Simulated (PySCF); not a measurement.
# CH7GaSi: the cost of one run

The runs use PySCF 2.14.0, with density-fitted response routines of our own; the level of theory stands in each step. All values are computed, except where a source is named. Atoms are numbered from 0 throughout.

## 1. The molecule as given

10 atoms, charge 0, multiplicity 1; geometry from: GFN2-xTB. The atoms were then displaced at random by about 0.01 Å, so the start is not that level's minimum.

Bonds of the start (Å): Si0–C1 1.87, C1–Ga2 2.01, Si0–H3 1.45, Si0–H4 1.46, Si0–H5 1.50, C1–H6 1.09, C1–H7 1.08, Ga2–H8 1.61, Ga2–H9 1.60.

## 2. Optimising the geometry at PBE0-D3(BJ)/def2-SVP

What the job is given:

```
{"job": {"xc": "PBE0", "basis": "def2-SVP", "d3": "d3bj", "grid": 1, "shake": 0.01, "kind": "geom"}, "charge": 0, "multiplicity": 1}
Si    -1.388360     0.387810    -0.125750
C      0.058680    -0.777310    -0.358110
Ga     1.708030     0.062400     0.421480
H     -2.590670    -0.197470    -0.687890
H     -1.607290     0.680010     1.290630
H     -1.131580     1.673920    -0.848290
H      0.240320    -0.992780    -1.416100
H     -0.133400    -1.723910     0.126780
H      1.689820     1.209690     1.545420
H      3.204880    -0.343290     0.030770
```

On the command line:

```
OMP_NUM_THREADS=1 python probes_run.py task.json out
```

This one command runs all jobs of the session in turn.

Q: Estimate the wall time and peak memory of this first job on 1 thread of Arm Neoverse V2, shared host.

About 59 s, with a peak of 0.41 GiB.
